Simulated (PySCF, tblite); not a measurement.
**C₆H₅O₃ radical: geometry, infrared bands and EPR parameters**

Aim: predict the infrared bands and EPR parameters of C₆H₅O₃ radical (`O=c1ccoc([CH]O)c1`).

The runs use tblite 0.8.0 and PySCF 2.14.0, with density-fitted response routines of our own; the level of theory stands in each step. All values are computed, except where a source is named. Atoms are numbered from 0 throughout.

## (1) The starting structure

14 atoms, charge 0, multiplicity 2; geometry from: force field or distance geometry start.

Bonds of the start (Å): O0–C1 1.26, C1–C2 1.40, C2–C3 1.37, C3–O4 1.33, O4–C5 1.32, C5–C6 1.48, C6–O7 1.42, C5–C8 1.38, C8–C1 1.37, C2–H9 1.05, C3–H10 1.10, C6–H11 1.10, O7–H12 0.98, C8–H13 1.07.

## (2) Optimising the geometry with GFN2-xTB

Job settings and geometry (Å):

```
{"job": {"kind": "relax", "xc": "GFN2-xTB", "basis": "xTB"}, "charge": 0, "multiplicity": 2}
O      1.536600     2.257500    -0.498600
C      1.142600     1.083200    -0.271700
C      2.015300     0.063900     0.110000
C      1.471700    -1.173200     0.328600
O      0.172300    -1.409300     0.217300
C     -0.694800    -0.486400    -0.140100
C     -2.140000    -0.801600    -0.267300
O     -2.835700     0.047000     0.627000
C     -0.188900     0.778800    -0.376900
H      3.036400     0.294800     0.200700
H      2.095100    -2.030300     0.631200
H     -2.452900    -0.515500    -1.287300
H     -2.279700     0.350700     1.368500
H     -0.878500     1.539900    -0.663500
```

Launch:

```console
> OMP_NUM_THREADS=1 python probes_run.py task.json out
```

One launch serves the whole session: the jobs run in the order shown.

**Question.** This job is followed by: GFN2-xTB harmonic vibrations, gas phase; UKS B3LYP, pcH-1 on C H O, non-relativistic, mean-field spin-orbit, GIAO. Predict these results of the whole session: strongest single infrared mode (GFN2-xTB); zero-point energy (GFN2-xTB); g(iso) (B3LYP); ⟨S²⟩; largest a(iso); potential on the surface of density 0.002 e/bohr³, 1st and 99th percentile.

The runs gave:

| quantity | value |
| --- | --- |
| strongest single infrared mode (GFN2-xTB) | 1662 cm⁻¹, 568 km/mol |
| zero-point energy (GFN2-xTB) | 60.3 kcal/mol |
| g(iso) (B3LYP) | 2.00369 |
| ⟨S²⟩ | 0.766 (exact 0.75) |
| largest a(iso) | 13C on C6, 48.6 MHz |
| potential on the surface of density 0.002 e/bohr³, 1st and 99th percentile | -2.04 V and 2.85 V |

In words: The optimisation took 73 steps and gained 1.791 eV; among the close pairs (by a distance rule), C5–C6 changed most, from 1.485 to 1.389 Å. No mode is imaginary among the 36: a minimum at this level. The strongest single mode, at 1662 cm⁻¹, moves mainly C1 and O0. GFN2-xTB is a fitted tight-binding method: band positions and strengths are rough. Its intensities can rank the bands wrongly. The largest spin populations lie on C6 (0.57 e), C8 (0.43 e). The isotropic g lies 1.4 ppt above the free-electron value.
